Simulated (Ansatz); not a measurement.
# AlClFHO (SMILES [OH][Al]([F])[Cl]): one structure at several levels

An exercise on one series of results from a longer session: the logs are not shown, and one member is left open.

The runs use Ansatz 0.2.0, Gaussian basis; single points in def2-TZVPP.

Correlated methods freeze the cores.

**Starting geometry**

SMILES `[OH][Al]([F])[Cl]`, 5 atoms, charge 0, spin multiplicity 1.

Atoms are counted from 1 here; the program's logs count them from 0.

Bond lengths: O1–Al2 1.559 Å, O1–H5 0.945 Å, Al2–F3 1.618 Å, Al2–Cl4 2.046 Å. Angles: Al2–O1–H5 165.4°, O1–Al2–F3 118.1°, O1–Al2–Cl4 121.1°, F3–Al2–Cl4 120.8°.

As a file:

```
O     0.2764    1.0183   -0.3062
Al   -0.1024   -0.4253    0.1450
F     0.2187   -0.8551    1.6716
Cl   -0.9844   -1.7399   -1.1513
H     0.5835    1.9104   -0.3535
```

The first run:

run/in.yaml

```yaml
crystal:
  periodic: [false, false, false]
  atoms:
    - {symbol: O, position_ang: [0.276400, 1.018300, -0.306200]}
    - {symbol: Al, position_ang: [-0.102400, -0.425300, 0.145000]}
    - {symbol: F, position_ang: [0.218700, -0.855100, 1.671600]}
    - {symbol: Cl, position_ang: [-0.984400, -1.739900, -1.151300]}
    - {symbol: H, position_ang: [0.583500, 1.910400, -0.353500]}
basis:
  gaussian: {orbitals: def2-TZVPP}
correlation: {method: ccsd_t}
output: {forces: true}
```

The command line of these runs was not kept.

Steps of the session up to this table: CCSD(T)/def2-TZVPP; PBE0-D4/def2-TZVPP; wB97M-V/def2-TZVPP; r2SCAN-D4/def2-TZVPP; PBE-D4/def2-TZVPP; CAM-B3LYP-D4/def2-TZVPP; wB97X-V/def2-TZVPP.

One table of the session follows, with a row left open; its other results are not shown here.

| method | RMS force component (eV/Å) | angle to CCSD(T) forces (°) | dipole (D) |
| --- | --- | --- | --- |
| CCSD(T) | 1.236 | reference | 2.34 |
| PBE0-D4 | 1.152 | 2.1 | 2.35 |
| wB97M-V | 1.196 | 2.2 | 2.35 |
| r2SCAN-D4 | 1.165 | 2.0 | 2.36 |
| PBE-D4 | ? | ? | ? |
| CAM-B3LYP-D4 | 1.114 | 3.2 | 2.38 |
| wB97X-V | 1.203 | 3.1 | 2.38 |

Q: Estimate the row for PBE-D4 from the others.

As computed: RMS force component (eV/Å): 1.214; angle to CCSD(T) forces (°): 9.6; dipole (D): 2.30. In the column «RMS force component (eV/Å)» it lies between wB97X-V (1.203) and CCSD(T) (1.236).
